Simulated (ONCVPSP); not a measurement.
# Tc: generating and testing an ONCV potential

Do these settings give a usable potential? It is generated, then checked for transferability, scattering, ghosts and hardness.

Method: ONCVPSP 4.0.1.1 (patched build), PBEsol, scalar-relativistic.

**1. The atom and the settings**

Typed settings, in words:

```json
{
 "element": "technetium (Tc, Z = 43)",
 "type": "optimised norm-conserving Vanderbilt (ONCV)",
 "frozen core": "[Kr]",
 "valence charge": "7",
 "reference configuration": "4d5 5s2",
 "partial waves": "5s: rc 2.50 bohr, ncon 3, nbas 7, qcut 2.4 1/bohr, 2 projectors, debl 3.2 Ha; p scattering state at 0.28 Ha: rc 2.60 bohr, ncon 4, nbas 8, qcut 3 1/bohr, 2 projectors, debl 3.3 Ha; 4d: rc 1.55 bohr, ncon 3, nbas 6, qcut 6.6 1/bohr, 2 projectors, debl 0.6 Ha",
 "local potential": "polynomial inside 1.05 bohr (lpopt 1, dvloc0 6 Ha)",
 "core correction": "Teter function, fcfact 2.75, rcfact 1.3"
}
```

The outer shells as boxes (Hund's rule for the drawing; the calculation is spin-unpolarised):

```
[Kr] core
4d [↑ ][↑ ][↑ ][↑ ][↑ ]
5s [↑↓]
```

An earlier all-electron run gives the scale for the radii.

All-electron outer shells of the reference configuration (PBEsol, scalar-relativistic, ld1.x):

| shell | level (eV) | outermost node (bohr) | outermost maximum (bohr) |
| --- | --- | --- | --- |
| 4p | -45.30 | 0.51 | 1.03 |
| 4d | -6.67 | 0.50 | 1.27 |
| 5s | -5.08 | 1.28 | 2.72 |
| 5p | -1.38 | 1.45 | 3.63 |

**2. Generating the potential**

Tc.dat reads:

```
# ATOM AND REFERENCE CONFIGURATION
# atsym  z   nc   nv     iexc    psfile
  Tc 43.00    8    2  -116133      upf
#
#   n    l    f
    1    0    2.00
    2    0    2.00
    2    1    6.00
    3    0    2.00
    3    1    6.00
    3    2   10.00
    4    0    2.00
    4    1    6.00
    4    2    5.00
    5    0    2.00
#
# PSEUDOPOTENTIAL AND OPTIMIZATION
# lmax
    2
#
#   l,   rc,      ep,       ncon, nbas, qcut
    0    2.50    0.00    3    7    2.40
    1    2.60    0.28    4    8    3.00
    2    1.55    0.00    3    6    6.60
#
# LOCAL POTENTIAL
# lloc, lpopt,  rc(5),   dvloc0
    4    1    1.05    6.00
#
# VANDERBILT-KLEINMAN-BYLANDER PROJECTORs
# l, nproj, debl
    0    2    3.20
    1    2    3.30
    2    2    0.60
#
# MODEL CORE CHARGE
# icmod, fcfact, rcfact
    3    2.75    1.30
#
# LOG DERIVATIVE ANALYSIS
# epsh1, epsh2, depsh
   -2.00    5.00    0.02
#
# OUTPUT GRID
# rlmax, drl
    6.00    0.01
#
# TEST CONFIGURATIONS
# ncnf
    4
# nvcnf
#   n    l    f
    2
    4    2    5.00
    5    0    1.00
#
    2
    4    2    5.00
    5    0    0.00
#
    2
    4    2    4.00
    5    0    0.00
#
    2
    4    2    4.00
    5    0    2.00
#
```

Command:

```bash
$ oncvpsp.x < Tc.dat > Tc.out
```

Before running it: what results should come out? Wanted: cutoffs for 1 and 0.1 mHa per electron, occupied waves; bound ghosts; GHOST(+) flags; largest test error; largest phase difference near zero energy, channels read; rms error of d²Exc/dn², without and with the model core; projector energies reset by the program.

As calculated:

```
                                                quantity                                  value
  cutoffs for 1 and 0.1 mHa per electron, occupied waves                        20 Ha and 35 Ha
                                            bound ghosts                          s at -8.69 eV
                                          GHOST(+) flags  s at 131 eV, p at 49 eV, d at 1635 eV
                            largest test error (AE − PS)                   -87 meV, for 4d4 5s2
largest phase difference near zero energy, channels read                              3.075 rad
 rms error of d²Exc/dn², without and with the model core                      8.53 and 4.60 mHa
                 projector energies reset by the program                     p: 0.050, 3.350 Ha
```

It has a bound ghost (s), a state that the atom doesn't have, and that rules the file out. By total energies transferability is fair: the largest error is 87 meV on 11.7 eV, for 4d4 5s2. It counts as of middling hardness, with 20 Ha needed at the looser tolerance. At the looser tolerance the 4d wave is the slowest; 5s needs 3 Ha. Near zero energy the largest phase difference among the channels read is 3.08 rad, in the s channel (at the energies tabulated). A step near π is an extra or missing state, not a misfit of shape. The pseudo curves have a pole with no partner nearby in the atom's: s at -0.33 Ha. The program also flags highly localised states, GHOST(+) (s, p, d). All of this concerns the isolated atom, not yet a solid.
